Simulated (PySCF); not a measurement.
# C2H8SSi: the cost of one run

Computed with PySCF 2.14.0 and routines of our own; the level stands in each step. Atoms count from 0.

## 1. The starting structure

12 atoms, charge 0, multiplicity 1; geometry from: GFN2-xTB.

## 2. Relaxing the molecule at PBE0-D3(BJ)/def2-SVP

What the job is given:

```
{"job": {"xc": "PBE0", "basis": "def2-SVP", "d3": "d3bj", "grid": 1, "kind": "geom"}, "charge": 0, "multiplicity": 1}
Si     1.797675     0.158559    -0.101445
C     -0.054839     0.135272    -0.552309
C     -0.906935    -0.430831     0.562440
S     -2.683049    -0.536814     0.116136
H      2.249147    -1.209589     0.151714
H      2.529968     0.746547    -1.221387
H      1.980649     0.969965     1.103159
H     -0.211850    -0.456555    -1.456149
H     -0.389596     1.149504    -0.784091
H     -0.628340    -1.458427     0.793161
H     -0.833241     0.165789     1.471606
H     -2.848391     0.765895    -0.108862
```

Command:

```
$ OMP_NUM_THREADS=1 python excited_run.py task.json out
```

This one command runs all jobs of the session in turn.

Q: Estimate the wall time and peak memory of this first job on 1 thread of Arm Neoverse V2, shared host.

About 8.6 s, with a peak of 0.46 GiB.
